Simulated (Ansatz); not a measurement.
**B3LYP/cc-pVDZ run of C2H8GaN (SMILES [CH3][Ga]([CH3])[NH2])**

Aim: the electronic atomisation energy of C2H8GaN at B3LYP/cc-pVDZ, from 5 runs. 

The calculation is run with Ansatz 0.2.0.

41 further runs of the same task are left out: 41 set aside as unsound or not needed.

### 1 The structure to begin with

C2H8GaN has 12 atoms, charge 0, and is taken as a singlet. SMILES: `[CH3][Ga]([CH3])[NH2]`. Geometry: relaxed at PBE0-D4/def2-TZVP.

Bond lengths: C1–Ga2 1.967 Å, Ga2–C3 1.967 Å, Ga2–N4 1.824 Å, C1–H5 1.091 Å, C1–H6 1.093 Å, C1–H7 1.093 Å, C3–H8 1.093 Å, C3–H9 1.091 Å, C3–H10 1.093 Å, N4–H11 1.006 Å, N4–H12 1.006 Å. Some angles: C1–Ga2–C3 126.1°, C1–Ga2–N4 117.0°, C3–Ga2–N4 117.0°, Ga2–C1–H5 111.8°, Ga2–C1–H6 110.6°, Ga2–C1–H7 110.6°, Ga2–C3–H8 110.6°, Ga2–C3–H9 111.7°, Ga2–C3–H10 110.6°, Ga2–N4–H11 124.2°.

### 2 A single-point energy at B3LYP/cc-pVDZ

molecule.yaml reads:

```yaml
crystal:
  periodic: [false, false, false]
  atoms:
    - {symbol: C, position_ang: [-0.496600, 1.795100, -0.383100]}
    - {symbol: Ga, position_ang: [-0.078800, -0.097900, -0.052000]}
    - {symbol: C, position_ang: [1.442300, -0.783000, 0.989400]}
    - {symbol: "N", position_ang: [-1.206800, -1.333200, -0.779100]}
    - {symbol: H, position_ang: [-1.389900, 1.910300, -0.999000]}
    - {symbol: H, position_ang: [-0.659300, 2.323300, 0.559900]}
    - {symbol: H, position_ang: [0.336100, 2.290100, -0.889200]}
    - {symbol: H, position_ang: [1.414300, -0.397200, 2.011600]}
    - {symbol: H, position_ang: [1.443400, -1.873300, 1.034100]}
    - {symbol: H, position_ang: [2.387700, -0.456700, 0.548400]}
    - {symbol: H, position_ang: [-2.017200, -1.104900, -1.329400]}
    - {symbol: H, position_ang: [-1.098200, -2.328000, -0.677500]}
basis:
  gaussian:
    orbitals: cc-pVDZ
hamiltonian:
  xc: {name: B3LYP}
output: {orbitals: {seedname: orbitals}}
accuracy: high
```

Launch:

```sh
$ ansatz run molecule.yaml --threads 1 --pin off --max-ram 3480MiB --events-out events.jsonl --progress --plain --runs-dir runs
```

Output:

```text
Warning: RAYON_NUM_THREADS=1 ignored (pool sized by the plan → 1); use --threads N
Functional definition: B3LYP
  name "B3LYP"
  parameter a0 = 0.2
  parameter ax = 0.72
  parameter ac = 0.81
  exchange = (1 - a0 - ax)*slater_x + ax*b88_x + a0*exact_x
  correlation = (1 - ac)*vwn_rpa_c + ac*lyp_c
2608 factors; integrals over basis functions are off by at most 4.7e-9 eV
mean field evaluation 1: about -56057.6356 eV, gradient 8.5e1 eV
mean field evaluation 2: about -56035.0405 eV, gradient 1.2e2 eV
mean field evaluation 4: about -56073.6882 eV, gradient 5.8e0 eV
mean field evaluation 8: about -56073.9279 eV, gradient 2.8e-1 eV
mean field evaluation 16: about -56073.9281 eV, gradient 1.4e-5 eV
mean field -56073.92807007 eV, -2060.6788483015 hartree, gradient 4.9e-9 eV, S^2 0.000000; 0 other end points of the search recorded, 0 dependent functions left out
reference -56073.92811576 eV, -2060.6788499806 hartree; 29, 29 occupied and 80, 80 virtual orbitals, 2608 factors
Total energy: -56073.92811576 eV, -2060.6788499806 hartree
```

It took 16 s on 1 thread of Arm Neoverse V1, shared host; peak memory 0.46 GiB.

### 3 The C atom

molecule.yaml reads:

```yaml
crystal:
  periodic: [false, false, false]
  atoms:
    - symbol: C
      position_ang: [0.000000, 0.000000, 0.000000]
basis:
  gaussian:
    orbitals: cc-pVDZ
magnetization:
  spin_polarized: true
  initial_magnetization: 2
hamiltonian:
  xc: {name: B3LYP}
accuracy: high
```

Run the same way, it converges to -37.85197 Eh (log not shown).

### 4 The Ga atom

input.yaml reads:

```yaml
crystal:
  periodic: [false, false, false]
  atoms:
    - {symbol: Ga, position_ang: [0.000000, 0.000000, 0.000000]}
basis:
  gaussian:
    orbitals: cc-pVDZ
magnetization:
  spin_polarized: true
  initial_magnetization: 1
hamiltonian:
  xc: {name: B3LYP}
accuracy: high
```

Run the same way, it converges to -1924.83097 Eh (log not shown).

### 5 The H atom at the same level

in.yaml reads:

```yaml
crystal:
  periodic: [false, false, false]
  atoms:
    - {symbol: H, position_ang: [0.000000, 0.000000, 0.000000]}
basis:
  gaussian: {orbitals: cc-pVDZ}
accuracy: high
hamiltonian: {xc: {name: B3LYP}}
magnetization: {spin_polarized: true, initial_magnetization: 1}
```

Launch:

```sh
$ ansatz run in.yaml --threads 1 --pin off --max-ram 3480MiB --events-out events.jsonl --progress --plain --runs-dir runs
```

Output, shortened:

```text
Warning: RAYON_NUM_THREADS=1 ignored (pool sized by the plan → 1); use --threads N
[... 7 set-up lines as earlier in the session ...]
15 factors; integrals over basis functions are off by at most 4.6e-8 eV
mean field evaluation 1: about -13.6397 eV, gradient 1.5e-1 eV
mean field evaluation 2: about -13.6396 eV, gradient 1.5e-1 eV
mean field evaluation 4: about -13.6399 eV, gradient 3.7e-3 eV
mean field evaluation 8: about -13.6399 eV, gradient 7.1e-10 eV
mean field -13.63990421 eV, -0.5012572344 hartree, gradient 7.1e-10 eV, S^2 0.750000; 0 other end points of the search recorded, 0 dependent functions left out
reference -13.63992333 eV, -0.5012579369 hartree; 1, 0 occupied and 4, 5 virtual orbitals, 15 factors
Total energy: -13.63992333 eV, -0.5012579369 hartree
```

Wall time 0.12 s (1 thread of Arm Neoverse V1, shared host).

### 6 The N atom, same level

run.yaml reads:

```yaml
basis:
  gaussian: {orbitals: cc-pVDZ}
crystal:
  periodic: [false, false, false]
  atoms:
    - {symbol: N, position_ang: [0.000000, 0.000000, 0.000000]}
magnetization: {spin_polarized: true, initial_magnetization: 3}
hamiltonian: {xc: {name: B3LYP}}
accuracy: high
```

Run the same way, it converges to -54.58914 Eh (log not shown).

### 7 Outcome

At B3LYP/cc-pVDZ:

```
                     quantity           value
       molecule: total energy  -2060.67885 Eh
        molecule: HOMO energy        -6.51 eV
        molecule: LUMO energy         0.12 eV
      molecule: HOMO–LUMO gap         6.63 eV
         C atom: total energy    -37.85197 Eh
                 C atom: ⟨S²⟩           2.002
        Ga atom: total energy  -1924.83097 Eh
                Ga atom: ⟨S²⟩           0.752
         H atom: total energy     -0.50126 Eh
                 H atom: ⟨S²⟩           0.750
         N atom: total energy    -54.58914 Eh
                 N atom: ⟨S²⟩           3.752
electronic atomisation energy       42.034 eV
```

What this shows: Taking the molecule apart into free atoms costs 42.03 eV (4056 kJ/mol), before zero-point energy and without spin-orbit coupling.
